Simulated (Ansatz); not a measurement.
# YbNiPt2 (element-swapped structure): how the settings move a single-point run

How sensitive is a single-point run of YbNiPt2 (element-swapped structure) to its settings? A reference run comes first, then two runs with altered input.

Program: Ansatz 0.2.0. Level of theory: reference: DFT r2SCAN, plane waves, PAW, scalar-relativistic, no spin polarisation. These are calculated values, not measurements.

2 further runs of the same task are left out: 2 that didn't finish.

### Step 1. The system as given

Symmetry: Cmcm, No. 63, orthorhombic system. The conventional cell has a = 4.096 Å, b = 10.026 Å, c = 6.919 Å, α = 90.00°, β = 90.00°, γ = 90.00°. Yb (site symmetry m2m) has 3 Ni at 2.79 to 3.02 Å and 10 Pt at 3.06 to 3.27 Å as nearest neighbours. Ni (site symmetry m2m) has 6 Pt at 2.50 to 2.54 Å and 1 Yb at 2.79 Å as nearest neighbours. Around Pt (site symmetry m) lie 3 Ni at 2.50 to 2.54 Å and 1 Pt at 2.71 Å.

Structure file:

```xyz
8
Lattice="4.0963 0.0000 0.0000 2.0481 -5.0131 0.0000 0.0000 0.0000 -6.9187" Properties=species:S:1:pos:R:3 pbc="T T T"
Yb    2.0481   -0.6427   -5.1890
Yb    4.0963   -4.3704   -1.7297
Ni    4.0963   -2.8635   -5.1890
Ni    2.0481   -2.1496   -1.7297
Pt    2.0481   -3.4992   -6.5451
Pt    4.0963   -1.5140   -3.0857
Pt    4.0963   -1.5140   -0.3736
Pt    2.0481   -3.4992   -3.8330
```

### Step 2. The reference run

Contents of input.yaml:

```yaml
crystal:
  lattice:
    - [4.09626117, 0.0, 0.0]
    - [2.04813058, -5.01310939, 0.0]
    - [0.0, 0.0, -6.91868897]
  atoms:
    - { symbol: Yb, position: [0.4359, 0.1282, 0.75] }
    - { symbol: Yb, position: [0.5641, 0.8718, 0.25] }
    - { symbol: Ni, position: [0.7144, 0.5712, 0.75] }
    - { symbol: Ni, position: [0.2856, 0.4288, 0.25] }
    - { symbol: Pt, position: [0.151, 0.698, 0.946] }
    - { symbol: Pt, position: [0.849, 0.302, 0.446] }
    - { symbol: Pt, position: [0.849, 0.302, 0.054] }
    - { symbol: Pt, position: [0.151, 0.698, 0.554] }
  symmetry: { tolerance: 0.0003 }
kpoints:
  mp_grid: { grid: [5, 5, 3], shift: [0, 0, 0] }
magnetization:
  spin_polarized: false
scf:
  occupations: { method: gaussian, width: 0.0386 }
hamiltonian:
  pseudopotentials: { kind: paw }
  xc: r2scan
basis:
  ecutwfc: 500
output:
  forces: true
  stress: true
  eigenvalues: true
  write_density: true
  write_potential: true
  elf: true
  volumetric_format: npy
```

Launch:

```console
ansatz run input.yaml --threads 1 --pin off --max-ram 2560MiB --backend cpu --events-out ev --progress --plain --runs-dir out
```

### Step 3. Changing settings: eigensolver.kind davidson, xc pbesol, basis.precision f64

Edit input.yaml of step 2 so:

```diff
@@ -21,7 +21,9 @@
   occupations: { method: gaussian, width: 0.0386 }
+  eigensolver: { kind: davidson }
 hamiltonian:
   pseudopotentials: { kind: paw }
-  xc: r2scan
+  xc: pbesol
 basis:
   ecutwfc: 500
+  precision: f64
 output:
```

### Step 4. Changed: symmetry.detect false, tolerance left out

Edit input.yaml of step 2 so:

```diff
@@ -14,3 +14,3 @@
     - { symbol: Pt, position: [0.151, 0.698, 0.554] }
-  symmetry: { tolerance: 0.0003 }
+  symmetry: { detect: false }
 kpoints:
```

Before running it: what results should come out? Wanted: for each run, ending; energy change; pressure; gap; force.

**Answer**, as computed:

| run | ending | energy change | pressure (GPa) | gap (eV) | force (eV/Å) | cycles | time |
| --- | --- | --- | --- | --- | --- | --- | --- |
| reference | converged | 0 | -5.5 | 0.00 | 0.15 | 22 | 46 s |
| 1: eigensolver.kind davidson, xc pbesol, basis.precision f64 | converged | not comparable | -8.0 | 0.00 | 0.15 | 11 | 29 s |
| 2: symmetry.detect false, tolerance left out | converged | 0.0 meV/atom | -5.5 | 0.00 | 0.15 | 30 | 2.9 min |

Residual by cycle in the longest SCF loop of each run; runs are numbered as in the table. The quantity is the density residual dr2, in eV.

| cycle | reference | run 1 | run 2 |
| --- | --- | --- | --- |
| 1 | 2.18 | 1.75 | 2.18 |
| 4 | 0.39 | 0.00246 | 0.388 |
| 6 | 0.0909 | 2.9e-4 | 5.03 |
| 9 | 0.0225 | 6.2e-6 | 0.0894 |
| 12 | 0.00293 | - | 0.0193 |
| 14 | 0.00195 | - | 0.0116 |
| 17 | 1.3e-4 | - | 5.1e-4 |
| 19 | 1.3e-5 | - | 1.2e-4 |
| 22 | 5.4e-8 | - | 5.3e-6 |
| 25 | - | - | 1.1e-6 |
| 27 | - | - | 1.3e-6 |
| 30 | - | - | 1.5e-8 |

«symmetry.detect false, tolerance left out» leaves the energy as it was. The pressure spans -8.0 to -5.5 GPa over the reference and the converged variants. Of the variants the dearest is «symmetry.detect false, tolerance left out» (2.9 min), the cheapest «eigensolver.kind davidson, xc pbesol, basis.precision f64» (29 s), on a shared host. The reference leaves spin out although Ni and Yb can carry a moment, so its state need not be the lowest.

The reference is no final answer either: its f shells have neither a U nor exact exchange and are poorly placed; its mesh is coarse for a cell with so small a gap or none; the structure is made up and not relaxed.
